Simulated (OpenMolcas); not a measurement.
# Dy⁴⁺: CASSCF and CASPT2 terms and fine-structure levels

Aim: the low terms and levels of Dy⁴⁺, with their order and spacing, then second-order correlation.

Method: state-averaged CASSCF and CASPT2, spin-orbit coupling by RASSI with atomic mean-field integrals. Code: OpenMolcas 26.06.

## 1. The system

| Quantity | Value |
| --- | --- |
| Species | Dy⁴⁺ (dysprosium, Z = 66, 62 electrons) |
| Basis | ANO-R2 [8s7p4d3f1g], 79 functions |
| Scalar Hamiltonian | X2C, finite nucleus |
| Inactive shells | 1s 2s 2p 3s 3p 3d 4s 4p 4d 5s 5p |
| Active space | 8 electrons in 7 orbitals (4f) |
| Some configurations of this space | 4f8 |
| Orbitals | optimised for each spin and parity, averaged over all roots |

The outer shells:

4f8
```
4f [↑↓][↑ ][↑ ][↑ ][↑ ][↑ ][↑ ]
```

The work runs as a chain of OpenMolcas steps in one folder; each step below is one input file. Labels, J, g values, rates, χT and fits are worked out afterwards by a script from the matrices that RASSI stores.

## 2. Basis and integrals

a.inp reads:

```
&GATEWAY
Coord
1

Dy 0.0 0.0 0.0
Basis=ANO-R2
Group=XYZ
NoMove
AngMom=0.0 0.0 0.0
AMFI
&SEWARD
```

## 3. Reference wave functions, septets of even parity, 7 roots

a.inp reads:

```
&RASSCF
FileOrb=start.orb
Symmetry=1
Spin=7
nActEl=8 0 0
Inactive=15 12
Ras2=0 7
CIRoot=7 7 1
SDav=7
CIMx=300
Iter=120 100
PrWF=0.3
OrbListing=Nothing
MaxOrb=0
Atom
>>> COPY $Project.JobIph JOB001
```

start.orb holds the contracted functions of the basis, ordered by shell, or the orbitals of the step before.

## 4. CASSCF: quintets of even parity, 140 roots

a.inp reads:

```
&RASSCF
FileOrb=start.orb
Symmetry=1
Spin=5
nActEl=8 0 0
Inactive=15 12
Ras2=0 7
CIRoot=140 140 1
SDav=140
CIMx=300
Iter=120 100
PrWF=0.3
OrbListing=Nothing
MaxOrb=0
Atom
>>> COPY $Project.JobIph JOB002
```

## 5. Reference wave functions, triplets of even parity, 272 roots

a.inp reads:

```
&RASSCF
FileOrb=start.orb
Symmetry=1
Spin=3
nActEl=8 0 0
Inactive=15 12
Ras2=0 7
CIRoot=272 272 1
SDav=588
CIMx=300
Iter=120 100
PrWF=0.3
OrbListing=Nothing
MaxOrb=0
Atom
CIOnly
>>> COPY $Project.JobIph JOB003
```

## 6. Reference wave functions, singlets of even parity, 272 roots

a.inp reads:

```
&RASSCF
FileOrb=start.orb
Symmetry=1
Spin=1
nActEl=8 0 0
Inactive=15 12
Ras2=0 7
CIRoot=272 272 1
SDav=490
CIMx=300
Iter=120 100
PrWF=0.3
OrbListing=Nothing
MaxOrb=0
Atom
CIOnly
>>> COPY $Project.JobIph JOB004
```

## 7. RASSI: spin-orbit coupling between the states

a.inp reads:

```
&RASSI
NrOfJobIphs=4 7 105 141 47
1 2 3 4 5 6 7
1 2 3 4 5 6 7 8 9 10 11 12 13 14 15 16 17 18 19 20 21 22 23 24 25 26 27
28 29 30 31 32 33 34 35 36 37 38 39 40 41 42 43 44 45 46 47 48 49 50 51
52 53 54 55 56 57 58 59 60 61 62 63 64 65 66 67 68 69 70 71 72 73 74 75
76 77 78 79 80 81 82 83 84 85 86 87 88 89 90 91 92 93 94 95 96 97 98 99
100 101 102 103 104 105
1 2 3 4 5 6 7 8 9 10 11 12 13 14 15 16 17 18 19 20 21 22 23 24 25 26 27
28 29 30 31 32 33 34 35 36 37 38 39 40 41 42 43 44 45 46 47 48 49 50 51
52 53 54 55 56 57 58 59 60 61 62 63 64 65 66 67 68 69 70 71 72 73 74 75
76 77 78 79 80 81 82 83 84 85 86 87 88 89 90 91 92 93 94 95 96 97 98 99
100 101 102 103 104 105 106 107 108 109 110 111 112 113 114 115 116 117
118 119 120 121 122 123 124 125 126 127 128 129 130 131 132 133 134 135
136 137 138 139 140 141
1 2 3 4 5 6 7 8 9 10 11 12 13 14 15 16 17 18 19 20 21 22 23 24 25 26 27
28 29 30 31 32 33 34 35 36 37 38 39 40 41 42 43 44 45 46 47
IphNames
JOB001
JOB002
JOB003
JOB004
EJob
SpinOrbit
DIPRint=1.0
SOCoupling=1000.0
Subsets=2
Property=9
'ANGMOM' 1 'ANGMOM' 2 'ANGMOM' 3 'MLTPL  1' 1 'MLTPL  1' 2 'MLTPL  1' 3
'AMFI' 1 'AMFI' 2 'AMFI' 3
SOProperty=3
'ANGMOM' 1 'ANGMOM' 2 'ANGMOM' 3
```

## 8. CASPT2: IPEA 0.25, imaginary shift 0.1 (closed shells correlated: 5s 5p)

a.inp reads:

```
>>> COPY JOB001 $Project.JobIph
&CASPT2
Multistate=7 1 2 3 4 5 6 7
Frozen=14 9
IPEA=0.25
Imaginary=0.1
MaxIter=60
WThr=0.0 0.3 0.05
PrWF=0.5
NoMix
>>> COPY JOB002 $Project.JobIph
&CASPT2
Multistate=105 1 2 3 4 5 6 7 8 9 10 11 12 13 14 15 16 17 18 19 20 21 22
23 24 25 26 27 28 29 30 31 32 33 34 35 36 37 38 39 40 41 42 43 44 45 46
47 48 49 50 51 52 53 54 55 56 57 58 59 60 61 62 63 64 65 66 67 68 69 70
71 72 73 74 75 76 77 78 79 80 81 82 83 84 85 86 87 88 89 90 91 92 93 94
95 96 97 98 99 100 101 102 103 104 105
NoMult
Frozen=14 9
IPEA=0.25
Imaginary=0.1
MaxIter=60
WThr=0.0 0.3 0.05
PrWF=0.5
NoMix
>>> COPY JOB003 $Project.JobIph
&CASPT2
Multistate=141 1 2 3 4 5 6 7 8 9 10 11 12 13 14 15 16 17 18 19 20 21 22
23 24 25 26 27 28 29 30 31 32 33 34 35 36 37 38 39 40 41 42 43 44 45 46
47 48 49 50 51 52 53 54 55 56 57 58 59 60 61 62 63 64 65 66 67 68 69 70
71 72 73 74 75 76 77 78 79 80 81 82 83 84 85 86 87 88 89 90 91 92 93 94
95 96 97 98 99 100 101 102 103 104 105 106 107 108 109 110 111 112 113
114 115 116 117 118 119 120 121 122 123 124 125 126 127 128 129 130 131
132 133 134 135 136 137 138 139 140 141
NoMult
Frozen=14 9
IPEA=0.25
Imaginary=0.1
MaxIter=60
WThr=0.0 0.3 0.05
PrWF=0.5
NoMix
>>> COPY JOB004 $Project.JobIph
&CASPT2
Multistate=47 1 2 3 4 5 6 7 8 9 10 11 12 13 14 15 16 17 18 19 20 21 22
23 24 25 26 27 28 29 30 31 32 33 34 35 36 37 38 39 40 41 42 43 44 45 46
47
Frozen=14 9
IPEA=0.25
Imaginary=0.1
MaxIter=60
WThr=0.0 0.3 0.05
PrWF=0.5
NoMix
```

(Steps that only read results are left out.)

Before running it: what results should come out? Wanted: lowest level; first excited level; lowest level of another term; spin-orbit lowering of the lowest level; strongest of the lines computed, by gA.

The runs gave:

```
                                                                                   quantity                                                                        value
                                                                                     method  SS-CASPT2, IPEA 0.25, imaginary shift 0.1 (closed shells correlated: 5s 5p)
                                                                               lowest level                                        4f8 7F6, 95 % of that term, g = 1.493
                                                                ground level listed by NIST                                                                          7F6
                                                                        first excited level                                                         4f8 7F5 at 2560 cm-1
                                                               lowest level of another term                                                     4f8 5D4(1) at 23230 cm-1
                                                    spin-orbit lowering of the lowest level                                                                    4844 cm-1
strongest of the lines computed, by gA (one parity, so forbidden lines), at CASSCF energies                             4f8 5G6(1) → 4f8 7F6, 292.5 nm, A = 4.66e+01 s⁻¹
```

Cost and accuracy by method:

| method | time of its own steps | time with the reference | mean absolute difference from method B (cm-1) |
| --- | --- | --- | --- |
| A. CASSCF | 6.9 min | 6.9 min | 1600 |
| B. SS-CASPT2, IPEA 0.25, imaginary shift 0.1, +5s 5p | 4.7 min | 12 min | 0 |

Times are of one thread on a shared host.

**Reading.** The multiplet 7F is inverted; its intervals divided by the larger J differ by 45 % of their mean, where Landé's rule for pure LS coupling makes them equal. Second-order correlation (method B) scales the levels of the lowest configuration above 5000 cm⁻¹ by 0.91 to 0.99. Only the configurations of the active space and the roots asked for are present. The triplets, singlets rest on orbitals optimised for another spin in at least one step, which raises them against the optimised states. Not all states of the active space went into the spin-orbit step. CASPT2 does not keep the components of a term degenerate, and the means are used. High states of lower spin are left out of the spin-orbit mixing. Levels of other configurations are missing from the list.
